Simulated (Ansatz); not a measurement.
**YH₁₆O₈ (+3): geometry**

Aim: geometry, for YH₁₆O₈ (+3), with the cost of each level. Charge +3.

Program: Ansatz 0.2.0. Level of theory: the levels named in each step. These are calculated values, not measurements.

**1. Starting point**

Bond lengths (14 of 24 bonds, heavy atoms first): O1–Y9 2.375 Å, O2–Y9 2.377 Å, O3–Y9 2.377 Å, O4–Y9 2.376 Å, O5–Y9 2.380 Å, O6–Y9 2.378 Å, O7–Y9 2.374 Å, O8–Y9 2.380 Å, O1–H10 0.973 Å, O1–H11 0.973 Å, O2–H12 0.973 Å, O2–H13 0.973 Å, O3–H14 0.973 Å, O3–H15 0.973 Å. Angles (14 of 52 angles, heavy atoms first): O1–Y9–O2 72.9°, O1–Y9–O3 113.6°, O1–Y9–O4 142.8°, O1–Y9–O5 77.7°, O1–Y9–O6 73.4°, O1–Y9–O7 78.7°, O1–Y9–O8 142.3°, O2–Y9–O3 73.4°, O2–Y9–O4 142.4°, O2–Y9–O5 141.9°, O2–Y9–O6 116.0°, O2–Y9–O7 77.7°, O2–Y9–O8 76.9°, O3–Y9–O4 78.6°.

Coordinates:

```xyz
25

O    -0.6218   -2.2927   -0.0452
O    -2.3761   -0.0789   -0.0297
O    -0.6957    1.2145   -1.9200
O     1.8401    1.4680   -0.3168
O     1.8957   -1.0597    0.9736
O     1.1000   -0.9654   -1.8737
O    -0.5209   -0.3883    2.2845
O    -0.6219    2.1022    0.9265
Y    -0.0002   -0.0006    0.0009
H    -1.4511   -2.6897   -0.3641
H    -0.0939   -3.0549    0.2492
H    -2.9792    0.0860   -0.7753
H    -2.9684   -0.2987    0.7104
H    -1.0473    2.1209   -1.9514
H    -0.7034    0.9265   -2.8495
H     2.6713    1.5086    0.1881
H     1.9352    2.1675   -0.9863
H     2.6093   -1.5322    0.5113
H     2.1417   -1.1221    1.9127
H     1.8627   -0.6062   -2.3597
H     0.8916   -1.7945   -2.3386
H    -0.5214    0.2508    3.0186
H    -0.7860   -1.2270    2.7005
H    -1.5216    2.4223    1.1111
H    -0.0484    2.8353    1.2097
```

**2. A rough first relaxation, PBE-D4/def2-SVP**

Input file input.yaml:

```yaml
crystal:
  periodic: [false, false, false]
  atoms:
    - { symbol: O, position_ang: [-0.6218, -2.29271, -0.04521] }
    - { symbol: O, position_ang: [-2.37609, -0.07892, -0.02973] }
    - { symbol: O, position_ang: [-0.69567, 1.2145, -1.91996] }
    - { symbol: O, position_ang: [1.84011, 1.46795, -0.31677] }
    - { symbol: O, position_ang: [1.8957, -1.05972, 0.97358] }
    - { symbol: O, position_ang: [1.1, -0.96544, -1.87373] }
    - { symbol: O, position_ang: [-0.5209, -0.38831, 2.28453] }
    - { symbol: O, position_ang: [-0.62185, 2.10224, 0.92653] }
    - { symbol: "Y", position_ang: [-0.00016, -0.00057, 0.00092] }
    - { symbol: H, position_ang: [-1.45107, -2.68974, -0.36415] }
    - { symbol: H, position_ang: [-0.0939, -3.05486, 0.24922] }
    - { symbol: H, position_ang: [-2.97919, 0.08602, -0.77529] }
    - { symbol: H, position_ang: [-2.9684, -0.29871, 0.71035] }
    - { symbol: H, position_ang: [-1.04726, 2.12093, -1.9514] }
    - { symbol: H, position_ang: [-0.7034, 0.92652, -2.84951] }
    - { symbol: H, position_ang: [2.67125, 1.50864, 0.18813] }
    - { symbol: H, position_ang: [1.93521, 2.16748, -0.98629] }
    - { symbol: H, position_ang: [2.6093, -1.53217, 0.5113] }
    - { symbol: H, position_ang: [2.14169, -1.1221, 1.91273] }
    - { symbol: H, position_ang: [1.86266, -0.60623, -2.35971] }
    - { symbol: H, position_ang: [0.89162, -1.79447, -2.33857] }
    - { symbol: H, position_ang: [-0.52139, 0.2508, 3.01864] }
    - { symbol: H, position_ang: [-0.78602, -1.22699, 2.70045] }
    - { symbol: H, position_ang: [-1.52165, 2.4223, 1.11106] }
    - { symbol: H, position_ang: [-0.04837, 2.83526, 1.20971] }
total_charge: 3
basis:
  gaussian: { orbitals: def2-SVP }
hamiltonian:
  xc: pbe
  dispersion: d4
relax:
  f_tol: 0.03
  max_steps: 200
```

Command:

```console
> ansatz run input.yaml --threads 8 --pin off --max-ram 22528MiB --backend cpu --events-out ev --progress --plain --runs-dir out
```

The runs that follow: Relaxation, PBE0-D4/def2-TZVP.

Before running it: what results should come out? Wanted: O1–Y9 at PBE0-D4/def2-TZVP; O2–Y9 at PBE0-D4/def2-TZVP; O3–Y9 at PBE0-D4/def2-TZVP.

The runs gave:

| quantity | value |
| --- | --- |
| O1–Y9 at PBE0-D4/def2-TZVP | 2.395 Å |
| O2–Y9 at PBE0-D4/def2-TZVP | 2.395 Å |
| O3–Y9 at PBE0-D4/def2-TZVP | 2.395 Å |

**Reading.** Heavy atoms carry effective core potentials in def2 sets, and spin-orbit coupling is left out.
